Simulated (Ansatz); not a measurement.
# H6InN: the cost of one run

Computed with Ansatz 0.2.0, Gaussian basis. Level: the settings change from run to run.

**1. The relaxed structure**

The structure was relaxed beforehand with PBE0-D4 in a triple-zeta def2 set. In takes a core potential in def2 sets; no spin-orbit term is included.

SMILES `[NH3+][InH3-]`, 8 atoms, charge 0, spin multiplicity 1.

Atoms are counted from 1 here; the program's logs count them from 0.

Bond lengths: N1–In2 2.394 Å, N1–H3 1.013 Å, N1–H4 1.013 Å, N1–H5 1.013 Å, In2–H6 1.736 Å, In2–H7 1.736 Å, In2–H8 1.736 Å. Angles: In2–N1–H3 110.9°, In2–N1–H4 110.8°, In2–N1–H5 110.8°, H3–N1–H4 108.1°, H3–N1–H5 108.1°, H4–N1–H5 108.1°, N1–In2–H6 96.2°, N1–In2–H7 96.2°, N1–In2–H8 96.2°, H6–In2–H7 118.8°, H6–In2–H8 118.8°, H7–In2–H8 118.8°.

**2. wB97X/def2-TZVPD**

Options: coordinates scaled by 1.25, high accuracy, the search for lower states set to full.

in.yaml reads:

```yaml
crystal:
  periodic: [false, false, false]
  atoms:
    - {symbol: N, position_ang: [-0.663978, 0.182678, -1.236023]}
    - {symbol: In, position_ang: [0.770262, -0.222384, 1.358625]}
    - {symbol: H, position_ang: [0.087424, -0.100479, -2.215433]}
    - {symbol: H, position_ang: [-1.691240, -0.555068, -1.303041]}
    - {symbol: H, position_ang: [-1.036277, 1.386659, -1.361929]}
    - {symbol: H, position_ang: [-0.875238, 0.389170, 2.634834]}
    - {symbol: H, position_ang: [1.153318, -2.341377, 1.087536]}
    - {symbol: H, position_ang: [2.370979, 1.189550, 0.965556]}
basis:
  gaussian: {orbitals: def2-TZVPD}
hamiltonian: {xc: {name: wB97X}}
accuracy: high
scf: {lower_state_search: full}
```

Launch:

```bash
> ansatz run in.yaml --threads 2 --pin off --events-out ev --progress --plain --max-ram 32768MiB --backend cpu
```

What time and memory should one allow on 2 threads of AMD EPYC 7R13, shared host?

About 30 s, with a peak of 0.95 GiB.
